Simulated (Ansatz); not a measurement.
Runs of Ansatz 0.2.0 on LiY3. The structure is tetragonal, space group I4/mmm (No. 139). Conventional cell: a = 4.734 Å, b = 4.734 Å, c = 10.653 Å, α = 90.00°, β = 90.00°, γ = 90.00°. Y (site symmetry 4/mmm) has 4 Li at 3.35 Å and 8 Y at 3.56 Å as nearest neighbours. Y (site symmetry -4m2) is surrounded by 8 Y at 3.35 to 3.56 Å and 4 Li at 3.56 Å. Li (site symmetry 4/mmm) is surrounded by 12 Y at 3.35 to 3.56 Å. The cell comes from a database or a generator and needn't be the stable form of this composition.

| task | level | cell | cutoff (eV) | points for each segment of the path | gap on the mesh (eV) | pressure (GPa) | relaxed volume (Å³/atom) |
| --- | --- | --- | --- | --- | --- | --- | --- |
| relaxation of cell and atoms | r2SCAN | relaxed | 500 | - | none | 0.0 | 30.42 |
| relaxation of cell and atoms | PBE | relaxed | 420 | - | none | 0.0 | (b) |
| relaxation of cell and atoms | PBEsol | relaxed | 420 | - | none | 0.0 | 28.42 |
| relaxation of cell and atoms | RPBE+D4 | relaxed | 420 | - | none | 0.0 | 29.72 |
| band structure | PBEsol | as given | 420 | 14 | none | (a) | - |

Alike in all rows: potentials or basis Ansatz PAW; no spin polarisation; k mesh 6 × 6 × 6; smearing fermi-dirac 0.05 eV.

Q: Estimate the missing entries.

A: (a) -1.5; (b) 29.90.

Caveats: the plane-wave basis is chosen anew once the cell has moved, so the energies of steps on either side of that aren't comparable (some runs); the PAW data sets come from PBE, with cores solved anew for the run's functional, which leaves a small shift of forces and pressure (some runs); pairwise dispersion overbinds metals, which lowers pressure and volume (some runs).

A k mesh can miss the band edges, and the runs leave out spin-orbit coupling on Y.

A gap of «none» marks a metal or a gap under the smearing width.
